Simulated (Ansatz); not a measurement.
# H4SSn: the cost of one run

Computed with Ansatz 0.2.0, Gaussian basis. Level: PBE0-D4/def2-TZVP structures, single points in def2-TZVPP, no counterpoise correction.

Levels: SPW92, PBE-D4, BLYP-D4, r2SCAN-D4, B97M-V, PBE0-D4, B3LYP-D4, r2SCAN0-D4, BHLYP-D4, CAM-B3LYP-D4, wB97X-V, wB97M-V, B2PLYP, PBE-QIDH, RPA on PBE, Hartree-Fock, MP2, CCSD, CCSD(T).

Correlated methods freeze the cores. Filled d shells of the heavier atoms are correlated. Core potentials replace the inner electrons past krypton, and spin-orbit coupling is left out. B3LYP uses VWN-RPA correlation. B2PLYP carries no dispersion term here.

88 further runs of the same task are left out: 88 set aside as unsound or not needed.

**1. Starting geometry**

The complex: 11 atoms, charge 0, spin multiplicity 1.

Atoms are counted from 1 here; the program's logs count them from 0.

Bond lengths: Sn1–S2 2.407 Å, Sn1–H3 1.701 Å, Sn1–H4 1.704 Å, Sn1–H5 1.706 Å, S2–H8 1.343 Å, H6–C7 1.090 Å, C7–H9 1.090 Å, C7–H10 1.090 Å, C7–H11 1.090 Å. Angles: S2–Sn1–H3 104.6°, S2–Sn1–H4 109.6°, S2–Sn1–H5 109.3°, H3–Sn1–H4 111.5°, H3–Sn1–H5 111.3°, H4–Sn1–H5 110.3°, Sn1–S2–H8 94.0°, H6–C7–H9 109.5°, H6–C7–H10 109.6°, H6–C7–H11 109.6°, H9–C7–H10 109.4°, H9–C7–H11 109.3°, H10–C7–H11 109.4°.

As a file:

```xyz
11

Sn   -0.89802    1.21395   -1.57208
S     1.15972    1.94164   -0.55820
H    -0.50780    0.97195   -3.20992
H    -1.41883   -0.23133   -0.83374
H    -2.07898    2.43067   -1.38841
H     1.13247   -0.88050    0.83189
C     0.62474   -1.67523    1.37845
H     0.62464    2.05325    0.66876
H     0.30345   -2.44892    0.68111
H     1.30573   -2.10798    2.11112
H    -0.24702   -1.26760    1.89092
```

Its parts: SnH₄S holds atoms 1, 2, 3, 4, 5, 8; CH₄ holds atoms 6, 7, 9, 10, 11. Each part counts its atoms afresh in its own runs.

**2. Relaxing SnH₄S alone**

Input file relax-a/in.yaml:

```yaml
crystal:
  periodic: [false, false, false]
  atoms:
    - {symbol: Sn, position_ang: [-0.898023, 1.213950, -1.572085]}
    - {symbol: S, position_ang: [1.159725, 1.941637, -0.558202]}
    - {symbol: H, position_ang: [-0.507805, 0.971953, -3.209916]}
    - {symbol: H, position_ang: [-1.418834, -0.231328, -0.833742]}
    - {symbol: H, position_ang: [-2.078978, 2.430669, -1.388413]}
    - {symbol: H, position_ang: [0.624638, 2.053251, 0.668757]}
basis:
  gaussian: {orbitals: def2-TZVP}
hamiltonian: {xc: pbe0, dispersion: d4}
relax: {f_tol: 0.005, max_steps: 200}
```

Run with:

```
$ ansatz run in.yaml --threads 4 --pin off --events-out ev --progress --plain --max-ram 9574MiB
```

**Question.** How long does this run take on 4 threads of Arm Neoverse V2, shared host?

About 3 s.
